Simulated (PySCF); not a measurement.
# The bond of AsO, level by level

What are the lowest state that PBE0 finds, the bond length, vibrational wavenumber and bond energy of AsO, and how much do these hang on the method?

Computed with PySCF 2.14.0. Level: As aug-pcseg-1, O aug-pcseg-1, no relativity.

## Step 1: The job

Settings of the job:

```yaml
atoms: As, O
charge: 0
basis: As aug-pcseg-1, O aug-pcseg-1
Hamiltonian: no relativity
basis_functions: 59
electrons_treated: 41
masses_in_u: 74.9216, 15.9949
levels: PBE0, PBE, r²SCAN, BP86, B3LYP, M06, CAM-B3LYP, HF, MP2, SCS-MP2
grid: 80 radial by 434 angular points
occupations: held fixed by the projection of orbital angular momentum
dissociation_limit: As + O, each in its ground configuration
starting_distance_in_angstrom: 1.775
values_of_2S_to_try: 1, 3, 5
```

The runs that follow: PBE0 along the bond; Higher solutions at PBE0; PBE (GGA); r²SCAN (meta-GGA); BP86 (GGA); B3LYP (global hybrid GGA); M06 (hybrid meta-GGA); CAM-B3LYP; UHF (mean field).

Q: Predict the outcome of this session. Wanted: for each run, Re; ωe; De; μ.

**Answer**, as computed:

Lowest PBE0 solution found, without spin–orbit coupling: ²Π (doublet), unpaired electrons π ↑. State 2 has its PBE0 minimum 2.13 eV higher. The other levels ran on the lowest alone.

```tsv
level	Re (Å)	ωe (cm⁻¹)	De (eV)	μ (D)
UHF	1.605	1096	0.75	-3.24
PBE	1.671	909	5.26	-2.47
BP86	1.672	907	5.31	-2.46
r²SCAN	1.652	954	4.70	-2.50
B3LYP	1.653	953	4.71	-2.71
PBE0	1.642	984	4.44	-2.67
M06	1.641	983	4.80	-2.91
CAM-B3LYP	1.637	998	4.62	-2.81
```

De is counted to As + O in their ground configurations. A positive dipole means As(−)O(+). No constants: UHF-MP2 (the points don't follow one smooth fit); UHF-SCS-MP2 (the points don't follow one smooth fit).

Bond lengths run from 1.605 Å (UHF) to 1.672 Å (BP86). Of the levels with a De here, UHF gives the least (0.75 eV) and BP86 the most (5.31 eV).

Correlated steps freeze 10 core orbitals. At UHF the stretched side of the curve climbs above De, by a hump or because the determinant held fixed goes to a higher limit.
